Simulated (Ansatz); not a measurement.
**ZrNH+ (doublet): from Hartree-Fock to the top rungs, def2-TZVPP**

The task here is to estimate one member of a computed series from the others.

Method: def2-TZVPP, core rule «outside noble gas», up to 5 orbitals frozen; program: Ansatz 0.2.0, Gaussian basis.

The runs, in order: UHF; ROHF; CCSD(T) on UHF.

### What is computed

The geometry is a PBE0/def2-TZVP stationary point (not a proven minimum) of the parent state, kept for this charge and spin. No spin-orbit coupling is included. Elements past krypton take def2 core potentials.

3 atoms, charge 1, spin multiplicity 2.

Atoms are counted from 1 here; the program's logs count them from 0.

Bond lengths: Zr1–N2 1.930 Å, N2–H3 1.019 Å. Angles: Zr1–N2–H3 180.0°.

Set-up of the first run:

in.yaml reads:

```yaml
crystal:
  periodic: [false, false, false]
  atoms:
    - {symbol: Zr, position_ang: [0.000000, 0.000000, 1.626338]}
    - {symbol: N, position_ang: [0.000000, 0.000000, -0.303487]}
    - {symbol: H, position_ang: [0.000000, 0.000000, -1.322851]}
basis:
  gaussian: {orbitals: def2-TZVPP}
total_charge: 1
magnetization: {spin_polarized: true, initial_magnetization: 1}
hamiltonian: {xc: hf}
output: {orbitals: {seedname: orbitals}}
```

Launch:

```console
ansatz run in.yaml --threads 1 --pin off --events-out ev --progress --plain --max-ram 4096MiB --backend cpu
```

Among the steps run: UHF; ROHF; CCSD(T) on UHF.

One of the session's tables, all rows but one given; the rest of the session is left out.

| method | from UCCSD(T) (kcal/mol) |
| --- | --- |
| ROHF | ? |
| UHF | +184.21 |
| UMP2 | +33.18 |
| UCCSD | +10.78 |
| UCCSD(T) | 0 |

Estimate the missing values for ROHF.

As computed: from UCCSD(T) (kcal/mol): +199.22. In the column «from UCCSD(T) (kcal/mol)» it is the highest.

The program flags UCCSD(T) as in doubt (see the logs), so the zero of the table is itself unsure.

Caveats from the session: The determinant is far from a pure spin state, so its energy mixes those of several spin states (harmless only where they are near-degenerate, as at dissociation). The program flags UCCSD(T) as in doubt, so the zero of the table is itself unsure. Warnings: spin contamination; coupled cluster took another determinant than the lowest.
